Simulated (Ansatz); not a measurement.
# ZrB (quartet): wave-function methods side by side, def2-SVP

How much of the correlation energy of ZrB (quartet) does each wave-function method recover here?

Program: Ansatz 0.2.0, Gaussian basis. Level of theory: def2-SVP, core rule «outside noble gas», up to 5 orbitals frozen. These are calculated values, not measurements.

To be run: UHF; CCSD(T) on ROHF; CCSD(T) on UHF; CISD; CCSDT(Q) on ROHF; CCSDT(Q) on UHF; CISDTQ; CCSDTQ on ROHF; CCSDTQ on UHF; Full CI.

10 further runs of the same task are left out: 7 for a known fault of the program, 3 set aside as unsound or not needed.

**1. The system**

The geometry is a PBE0/def2-TZVP stationary point (not a proven minimum) of the parent state, kept for this charge and spin. No spin-orbit coupling is included. Elements past krypton take def2 core potentials.

2 atoms, charge 0, spin multiplicity 4.

Atoms are counted from 1 here; the program's logs count them from 0.

Bond lengths: Zr1–B2 2.044 Å.

**2. UHF**

The input, in.yaml:

```yaml
crystal:
  periodic: [false, false, false]
  atoms:
    - {symbol: Zr, position_ang: [0.000000, 0.000000, 0.000000]}
    - {symbol: B, position_ang: [0.000000, 0.000000, 2.044400]}
basis:
  gaussian: {orbitals: def2-SVP}
magnetization: {spin_polarized: true, initial_magnetization: 3}
hamiltonian: {xc: hf}
output: {orbitals: {seedname: orbitals}}
```

Command:

```console
$ ansatz run in.yaml --threads 1 --pin off --events-out ev --progress --plain --max-ram 3956MiB --backend cpu
```

The runs that follow: CCSD(T) on ROHF; CCSD(T) on UHF; CISD; CCSDT(Q) on ROHF; CCSDT(Q) on UHF; CISDTQ; CCSDTQ on ROHF; CCSDTQ on UHF; Full CI.

**Question.** What will the summary of the whole plan be? Wanted: FCI below the RHF energy; RMP2 from FCI; UMP2 from FCI; RCCSD from FCI; RCCSD(T) from FCI; UCCSD(T) from FCI; RCCSDT(Q) from FCI; UCCSDT(Q) from FCI; T1 diagnostic.

**Answer**, as computed:

| quantity | value |
| --- | --- |
| FCI below the RHF energy | -4.5205 eV |
| RMP2 from FCI | +860.0 meV |
| UMP2 from FCI | +832.0 meV |
| RCCSD from FCI | +420.2 meV |
| RCCSD(T) from FCI | +110.2 meV |
| UCCSD(T) from FCI | +80.2 meV |
| RCCSDT(Q) from FCI | +9.8 meV |
| UCCSDT(Q) from FCI | -22.1 meV |
| levels within 1 kcal/mol (43 meV) | UCCSDT, RCCSDT(Q), UCCSDT(Q), RCCSDTQ, UCCSDTQ |
| T1 diagnostic | 0.067 |
| effectively unpaired electrons | 3.23 |

What this shows: RCCSD(T) misses by +110.2 meV, 2.4 % of the correlation energy. CCSD(T) misses by +110.2 meV on the restricted determinant and by +80.2 meV on the unrestricted one; the two need not hold the same state or core. UCCSDT(Q), UCCSDTQ fall below full CI: unrestricted runs freeze a spin-polarised core, another one than full CI's, and coupled cluster isn't variational. The occupations show some static correlation. Coupled cluster took another determinant than the lowest Hartree-Fock one. These misses are within one basis, not against nature; the frozen cores of restricted and unrestricted runs differ, which can shift their rows.
